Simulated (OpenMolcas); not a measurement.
# Au³⁺ with 6 ligands (fluoride): CASSCF and CASPT2 levels and susceptibility

Which state of Au³⁺ lies lowest among these ligands, how large is the field, and what χT follows?

The numbers are computed with OpenMolcas 26.06 (state-averaged CASSCF and CASPT2, spin-orbit coupling by RASSI with atomic mean-field integrals), except any that are marked as measured or tabulated.

## (1) The system

| Quantity | Value |
| --- | --- |
| Species | Au³⁺ (gold, Z = 79, 76 electrons) |
| Basis | ANO-RCC-VTZP [8s7p5d3f1g], 168 functions with the ligands |
| Scalar Hamiltonian | DKH2, point nucleus |
| Inactive shells | 1s 2s 2p 3s 3p 3d 4s 4p 4d 4f 5s 5p of the metal, and all ligand shells |
| Active space | 8 electrons in 5 orbitals (5d) |
| Some configurations of this space | 5d⁸ |
| Orbitals | optimised for each spin and parity, averaged over all roots |

Outer shells as boxes (Hund's rule):

5d8
```
5d [↑↓][↑↓][↑↓][↑ ][↑ ]
```

Au³⁺ is taken with 6 ligands (fluoride) in octahedron coordination (Oh) at 2.16 Å. A charge of +0.5 e stands 2.8 Å behind each ligand. Ligand basis ANO-RCC-VDZP. The distances are assumed, not relaxed.

```xyz
7

Au    0.0000    0.0000    0.0000
F     2.1600    0.0000    0.0000
F     0.0000    2.1600    0.0000
F    -2.1600    0.0000    0.0000
F     0.0000   -2.1600    0.0000
F     0.0000    0.0000    2.1600
F     0.0000    0.0000   -2.1600
```

The work runs as a chain of OpenMolcas steps in one folder; each step below is one input file. Labels, J, g values, rates, χT and fits are worked out afterwards by a script from the matrices that RASSI stores. The input lists half of the charges; inversion (Group=XYZ) makes the rest.

## (2) Basis and integrals

The input, a.inp:

```
&GATEWAY
Coord
7

Au 0.0 0.0 0.0
F 2.160000 0.000000 0.000000
F 0.000000 2.160000 0.000000
F -2.160000 0.000000 0.000000
F 0.000000 -2.160000 0.000000
F 0.000000 0.000000 2.160000
F 0.000000 0.000000 -2.160000
Basis=Au.ANO-RCC-VTZP,F.ANO-RCC-VDZP
Group=XYZ
NoMove
AngMom=0.0 0.0 0.0
AMFI
RICD
XField
3 Angstrom 0
4.960000 0.000000 0.000000 0.500000
0.000000 4.960000 0.000000 0.500000
0.000000 0.000000 4.960000 0.500000
&SEWARD
```

Command:

```sh
$ OMP_NUM_THREADS=1 MOLCAS_MEM=2457 MOLCAS_PROJECT=a pymolcas a.inp > a.log
```

## (3) Reference wave functions, triplets of even parity, 10 roots

The input, a.inp:

```
&RASSCF
FileOrb=start.orb
Symmetry=1
Spin=3
nActEl=8 0 0
Inactive=30 34
Ras2=5 0
CIRoot=10 10 1
SDav=10
CIMx=300
Iter=150 100
PrWF=0.3
OrbListing=Nothing
MaxOrb=0
LevShft=1.0
>>> COPY $Project.JobIph JOB001
```

start.orb holds start orbitals that the driver prepared beforehand, or those of the step before.

## (4) CASSCF: singlets of even parity, 15 roots

The input, a.inp:

```
&RASSCF
FileOrb=start.orb
Symmetry=1
Spin=1
nActEl=8 0 0
Inactive=30 34
Ras2=5 0
CIRoot=15 15 1
SDav=15
CIMx=300
Iter=150 100
PrWF=0.3
OrbListing=Nothing
MaxOrb=0
LevShft=1.0
>>> COPY $Project.JobIph JOB002
```

## (5) State interaction with spin-orbit coupling

The input, a.inp:

```
&RASSI
NrOfJobIphs=2 10 15
1 2 3 4 5 6 7 8 9 10
1 2 3 4 5 6 7 8 9 10 11 12 13 14 15
IphNames
JOB001
JOB002
EJob
SpinOrbit
DIPRint=1.0
SOCoupling=1000.0
Subsets=2
Property=9
'ANGMOM' 1 'ANGMOM' 2 'ANGMOM' 3 'MLTPL  1' 1 'MLTPL  1' 2 'MLTPL  1' 3
'AMFI' 1 'AMFI' 2 'AMFI' 3
SOProperty=3
'ANGMOM' 1 'ANGMOM' 2 'ANGMOM' 3
```

## (6) CASPT2: IPEA 0.25, imaginary shift 0.1 (closed shells correlated: 5s 5p of the metal, with ligand shells; the Frozen line counts the rest)

The input, a.inp:

```
>>> COPY JOB001 $Project.JobIph
&CASPT2
Multistate=10 1 2 3 4 5 6 7 8 9 10
NoMult
Frozen=17 19
IPEA=0.25
Imaginary=0.1
MaxIter=60
WThr=0.0 0.3 0.05
PrWF=0.5
NoMix
>>> COPY JOB002 $Project.JobIph
&CASPT2
Multistate=15 1 2 3 4 5 6 7 8 9 10 11 12 13 14 15
NoMult
Frozen=17 19
IPEA=0.25
Imaginary=0.1
MaxIter=60
WThr=0.0 0.3 0.05
PrWF=0.5
NoMix
```

## (7) CASPT2: IPEA 0.25, real shift 0.3 (closed shells correlated: 5s 5p of the metal, with ligand shells; the Frozen line counts the rest)

Changes to a.inp since step 6:

```diff
@@ -6,3 +6,3 @@
 IPEA=0.25
-Imaginary=0.1
+Shift=0.3
 MaxIter=60
@@ -17,3 +17,3 @@
 IPEA=0.25
-Imaginary=0.1
+Shift=0.3
 MaxIter=60
```

(Steps that only read results are left out.)

**Question.** What will these runs give? Wanted: spin-free ground state; first state of the same spin within the active space; lowest level; next level.

The runs gave:

```
                                            quantity                                                                                                                                          value
                                              method  SS-CASPT2, IPEA 0.25, imaginary shift 0.1 (closed shells correlated: 5s 5p of the metal, with ligand shells; the Frozen line counts the rest)
                              spin-free ground state                                                                                                                3A2, 1-fold in its orbital part
first state of the same spin within the active space                                                                                                                              3T2 at 19700 cm⁻¹
                                        lowest level                                                                                                                                      3-fold T2
                                          next level                                                                                                                                    4914.0 cm⁻¹
                                         χT at 300 K                                                                                                                                 1.62 cm³ K/mol
                           effective moment at 300 K                                                                                                                                        3.60 μB
```

Cost by method:

| method | time of its own steps | time with the reference |
| --- | --- | --- |
| A. CASSCF | 33 s | 33 s |
| B. SS-CASPT2, IPEA 0.25, imaginary shift 0.1, +5s 5p | 1.8 min | 2.3 min |
| C. SS-CASPT2, IPEA 0.25, real shift 0.3, +5s 5p | 96 s | 2.1 min |

Times are of one thread on a shared host.

The spin-free ground state (3A2) is 1-fold and keeps the highest spin of the shell. χT at 300 K is 1.62, against 1.00 cm³ K/mol for the spin alone, so orbital moment adds to it. CASPT2 does not keep the components of a term degenerate, and the means are used.
